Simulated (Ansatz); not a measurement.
**revPBE/def2-SVP run of C2H6AlF (SMILES [CH3][Al]([CH3])[F])**

What is the electronic atomisation energy of C2H6AlF at revPBE/def2-SVP? 

Program for the calculation: Ansatz 0.2.0.

66 further runs of the same task are left out: 66 set aside as unsound or not needed.

## (1) Starting point

The species is C2H6AlF (10 atoms), meant as a singlet with charge 0. As SMILES, `[CH3][Al]([CH3])[F]`. The coordinates come from a PBE0-D4/def2-TZVP relaxation.

Bond lengths: C1–Al2 1.943 Å, Al2–C3 1.942 Å, Al2–F4 1.659 Å, C1–H5 1.092 Å, C1–H6 1.095 Å, C1–H7 1.095 Å, C3–H8 1.095 Å, C3–H9 1.093 Å, C3–H10 1.095 Å. Some angles: C1–Al2–C3 126.3°, C1–Al2–F4 117.4°, C3–Al2–F4 116.3°, Al2–C1–H5 112.4°, Al2–C1–H6 110.9°, Al2–C1–H7 111.1°, Al2–C3–H8 110.9°, Al2–C3–H9 112.6°, Al2–C3–H10 110.9°, H5–C1–H6 107.9°.

## (2) The energy at revPBE/def2-SVP

in.yaml

```yaml
crystal:
  periodic: [false, false, false]
  atoms:
    - {symbol: C, position_ang: [-0.566700, 1.412600, -0.858500]}
    - {symbol: Al, position_ang: [-0.288600, -0.445300, -0.364300]}
    - {symbol: C, position_ang: [0.794700, -1.093100, 1.112200]}
    - {symbol: F, position_ang: [-1.047300, -1.600600, -1.281300]}
    - {symbol: H, position_ang: [-1.184400, 1.517100, -1.752900]}
    - {symbol: H, position_ang: [-1.054000, 1.963400, -0.046800]}
    - {symbol: H, position_ang: [0.387100, 1.917300, -1.043800]}
    - {symbol: H, position_ang: [0.189400, -1.676700, 1.813200]}
    - {symbol: H, position_ang: [1.269800, -0.283800, 1.672000]}
    - {symbol: H, position_ang: [1.583200, -1.762300, 0.753400]}
basis:
  gaussian:
    orbitals: def2-SVP
output:
  orbitals: {seedname: orbitals}
accuracy: high
hamiltonian:
  xc: {name: revPBE}
```

Run with:

```
ansatz run in.yaml --threads 1 --pin off --max-ram 3480MiB --events-out events.jsonl --progress --plain --runs-dir runs
```

The log of the run:

```text
Warning: RAYON_NUM_THREADS=1 ignored (pool sized by the plan → 1); use --threads N
Functional definition: revPBE
  name "revPBE"
  parameter kappa = 1.245
  parameter beta = 0.06672455060314922
  exchange = pbe_x(kappa = kappa, mu = beta*pi^2/3)
  correlation = pbe_c(beta = beta)
2083 factors; integrals over basis functions are off by at most 2.4e-8 eV
mean field evaluation 1: about -11463.7768 eV, gradient 8.1e1 eV
mean field evaluation 2: about -11443.6043 eV, gradient 1.2e2 eV
mean field evaluation 4: about -11479.0623 eV, gradient 9.2e0 eV
mean field evaluation 8: about -11479.2281 eV, gradient 2.1e-1 eV
mean field evaluation 16: about -11479.2282 eV, gradient 1.4e-5 eV
mean field -11479.22820590 eV, -421.8538556666 hartree, gradient 5.5e-8 eV, S^2 0.000000; 0 other end points of the search recorded, 0 dependent functions left out
reference -11479.22821080 eV, -421.8538558466 hartree; 20, 20 occupied and 70, 70 virtual orbitals, 2083 factors
Total energy: -11479.22821080 eV, -421.8538558466 hartree
```

It took 6 s on 1 thread of Intel Xeon Platinum 8488C (Sapphire Rapids), shared host; peak memory 0.25 GiB.

## (3) The Al atom

input.yaml

```yaml
crystal:
  periodic: [false, false, false]
  atoms:
    - {symbol: Al, position_ang: [0.000000, 0.000000, 0.000000]}
basis:
  gaussian:
    orbitals: def2-SVP
accuracy: high
hamiltonian:
  xc: {name: revPBE}
magnetization:
  spin_polarized: true
  initial_magnetization: 1
```

Run the same way, it converges to -242.22876 Eh (log not shown).

## (4) The C atom, same level

in.yaml

```yaml
crystal:
  periodic: [false, false, false]
  atoms:
    - symbol: C
      position_ang: [0.000000, 0.000000, 0.000000]
basis:
  gaussian: {orbitals: def2-SVP}
magnetization: {spin_polarized: true, initial_magnetization: 2}
accuracy: high
hamiltonian: {xc: {name: revPBE}}
```

Run the same way, it converges to -37.80104 Eh (log not shown).

## (5) The F atom

molecule.yaml

```yaml
crystal:
  periodic: [false, false, false]
  atoms:
    - {symbol: F, position_ang: [0.000000, 0.000000, 0.000000]}
basis:
  gaussian:
    orbitals: def2-SVP
magnetization:
  spin_polarized: true
  initial_magnetization: 1
hamiltonian:
  xc: {name: revPBE}
accuracy: high
```

Run the same way, it converges to -99.60573 Eh (log not shown).

## (6) The H atom at the same level

input.yaml

```yaml
crystal:
  periodic: [false, false, false]
  atoms:
    - symbol: H
      position_ang: [0.000000, 0.000000, 0.000000]
basis:
  gaussian: {orbitals: def2-SVP}
magnetization: {spin_polarized: true, initial_magnetization: 1}
hamiltonian: {xc: {name: revPBE}}
accuracy: high
```

Run the same way, it converges to -0.50319 Eh (log not shown).

## (7) Summary of results

At revPBE/def2-SVP:

```
                     quantity          value
       molecule: total energy  -421.85386 Eh
        molecule: HOMO energy       -6.47 eV
        molecule: LUMO energy       -0.83 eV
      molecule: HOMO–LUMO gap        5.64 eV
        Al atom: total energy  -242.22876 Eh
                Al atom: ⟨S²⟩          0.753
         C atom: total energy   -37.80104 Eh
                 C atom: ⟨S²⟩          2.002
         F atom: total energy   -99.60573 Eh
                 F atom: ⟨S²⟩          0.751
         H atom: total energy    -0.50319 Eh
                 H atom: ⟨S²⟩          0.750
electronic atomisation energy      38.045 eV
```

Taking the molecule apart into free atoms costs 38.04 eV (877 kcal/mol), before zero-point energy and without spin-orbit coupling.
